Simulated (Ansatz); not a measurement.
# C2H6AlCl: the cost of one run

Program: the Python package of Ansatz 0.2.0. Level of theory: Hartree-Fock/cc-pVDZ. These are calculated values, not measurements.

## Step 1: Starting point

Bond lengths: C1–C2 1.457 Å, C2–Al3 1.990 Å, Al3–Cl4 2.164 Å, C1–H5 1.151 Å, C1–H6 1.149 Å, C1–H7 1.138 Å, C2–H8 1.133 Å, C2–H9 1.100 Å, Al3–H10 1.638 Å. Angles (14 of 15 angles, heavy atoms first): C1–C2–Al3 110.2°, C2–Al3–Cl4 123.2°, C1–C2–H8 109.4°, C1–C2–H9 110.6°, Al3–C2–H8 107.7°, Al3–C2–H9 110.3°, C2–C1–H5 112.8°, C2–C1–H6 112.5°, C2–C1–H7 113.3°, C2–Al3–H10 118.2°, Cl4–Al3–H10 118.6°, H8–C2–H9 108.6°, H5–C1–H6 105.2°, H5–C1–H7 107.3°.

No structure file is read: the coordinates are typed or built in the script.

## Step 2: The script

File torsion.py:

```python
"""Energy of C2H6AlCl as one group turns about a bond."""

import ansatz as az
from ase import Atoms


def main() -> None:
    atoms = Atoms(["C", "C", "Al", "Cl", "H", "H", "H", "H", "H", "H"], positions=[
        [-0.8735, 0.8439, 0.2535],
        [-0.065, -0.2869, 0.6891],
        [1.2025, -0.8213, -0.7492],
        [0.5636, -1.4524, -2.7184],
        [-1.5058, 0.6072, -0.6791],
        [-1.6288, 1.1773, 1.0521],
        [-0.2583, 1.7724, 0.0185],
        [0.5471, 0.0147, 1.5937],
        [-0.7062, -1.1367, 0.9675],
        [2.8073, -0.7696, -0.4246],
    ])

    # start the scan from a relaxed geometry
    first = (
        az.Crystal.molecule_from_ase(atoms).calculation()
        .basis(gaussian="cc-pVDZ")
        .functional("HF")
        .relax(force_tolerance=0.02, max_steps=80)
    )
    atoms.positions = first.run().report["positions_ang"]

    start = atoms.get_dihedral(2, 1, 0, 4)
    energies = {}
    for turn in range(0, 121, 15):
        turned = atoms.copy()
        turned.set_dihedral(2, 1, 0, 4, start + turn, indices=[0, 4, 5, 6])
        base = az.Crystal.molecule_from_ase(turned).calculation().basis(gaussian="cc-pVDZ").functional("HF")
        energies[round((start + turn) % 360)] = base.run().report["free_energy_ev"]
    floor = min(energies.values())
    print("dihedral Al2-C1-C0-H4 (deg)   E - E(min) (kJ/mol)")
    for angle, e in sorted(energies.items()):
        print(f"{angle:8d} {96.485332 * (e - floor):14.3f}  " + "#" * int(30 * (e - floor) / max(max(energies.values()) - floor, 1e-9)))


if __name__ == "__main__":
    main()
```

## Step 3: The calls as engine input

The package turns the script's settings into the engine's input (first run):

```yaml
crystal:
  periodic: [false, false, false]
  atoms:
    - { symbol: C, position_ang: [-0.8735, 0.8439, 0.2535] }
    - { symbol: C, position_ang: [-0.065, -0.2869, 0.6891] }
    - { symbol: Al, position_ang: [1.2025, -0.8213, -0.7492] }
    - { symbol: Cl, position_ang: [0.5636, -1.4524, -2.7184] }
    - { symbol: H, position_ang: [-1.5058, 0.6072, -0.6791] }
    - { symbol: H, position_ang: [-1.6288, 1.1773, 1.0521] }
    - { symbol: H, position_ang: [-0.2583, 1.7724, 0.0185] }
    - { symbol: H, position_ang: [0.5471, 0.0147, 1.5937] }
    - { symbol: H, position_ang: [-0.7062, -1.1367, 0.9675] }
    - { symbol: H, position_ang: [2.8073, -0.7696, -0.4246] }
basis:
  gaussian:
    orbitals: cc-pVDZ
hamiltonian:
  xc: hf
relax:
  f_tol: 0.02
  max_steps: 80
```

## Step 4: Launch

Command:

```
$ python torsion.py
```

Q: Estimate wall time and peak memory on 1 thread of Arm Neoverse V1, shared host.

About 71 s, with a peak of 0.26 GiB.
